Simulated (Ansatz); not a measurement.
**TiBr3F: small, medium and large basis sets**

One table from this session's results is given with a row withheld; the runs are named, their logs left out.

Program: Ansatz 0.2.0, Gaussian basis. Level of theory: one geometry, several basis sets. These are calculated values, not measurements.

Levels to be run: PBE0-D4/def2-SVP; ωB97M-V/def2-SVP; PBE0-D4/def2-QZVPP; ωB97M-V/def2-QZVPP; the functionals' def2-TZVPP values are taken from earlier runs.

### The relaxed structure

All runs share one geometry, relaxed beforehand with PBE0-D4 in a triple-zeta def2 set.

5 atoms, charge 0, spin multiplicity 1.

Atoms are counted from 1 here; the program's logs count them from 0.

Bond lengths: F1–Ti2 1.730 Å, Ti2–Br3 2.319 Å, Ti2–Br4 2.319 Å, Ti2–Br5 2.319 Å. Angles: F1–Ti2–Br3 109.4°, F1–Ti2–Br4 109.4°, F1–Ti2–Br5 109.4°, Br3–Ti2–Br4 109.5°, Br3–Ti2–Br5 109.5°, Br4–Ti2–Br5 109.5°.

The first run:

Contents of in.yaml:

```yaml
crystal:
  periodic: [false, false, false]
  atoms:
    - {symbol: F, position_ang: [-0.271357, -0.107106, 1.814226]}
    - {symbol: Ti, position_ang: [-0.007691, -0.020544, 0.106220]}
    - {symbol: Br, position_ang: [1.730265, -1.440925, -0.477712]}
    - {symbol: Br, position_ang: [-1.940115, -0.661140, -1.004782]}
    - {symbol: Br, position_ang: [0.538799, 2.156014, -0.479352]}
basis:
  gaussian: {orbitals: def2-SVP}
hamiltonian: {xc: pbe0, dispersion: d4}
output: {orbitals: {seedname: orbitals}}
```

Started as:

```bash
ansatz run in.yaml --threads 4 --pin off --events-out ev --progress --plain --max-ram 11315MiB
```

Steps of the session up to this table: PBE0-D4 in def2-SVP; ωB97M-V in def2-SVP; PBE0-D4 in def2-QZVPP; ωB97M-V in def2-QZVPP.

One of the session's tables, all rows but one given; the rest of the session is left out.

It belongs to the step «Functionals by basis». 

```
functional       basis  HOMO (eV)  LUMO (eV)
   PBE0-D4    def2-SVP      -8.76      -3.81
   PBE0-D4  def2-TZVPP      -8.82      -3.70
   PBE0-D4  def2-QZVPP      -8.82      -3.70
   ωB97M-V    def2-SVP     -10.80      -1.74
   ωB97M-V  def2-TZVPP     -10.89      -1.67
   ωB97M-V  def2-QZVPP          ?          ?
```

Q: Estimate the row for ωB97M-V, def2-QZVPP from the others.

As computed: HOMO (eV): -10.90; LUMO (eV): -1.68. In the column «HOMO (eV)» it is the lowest.
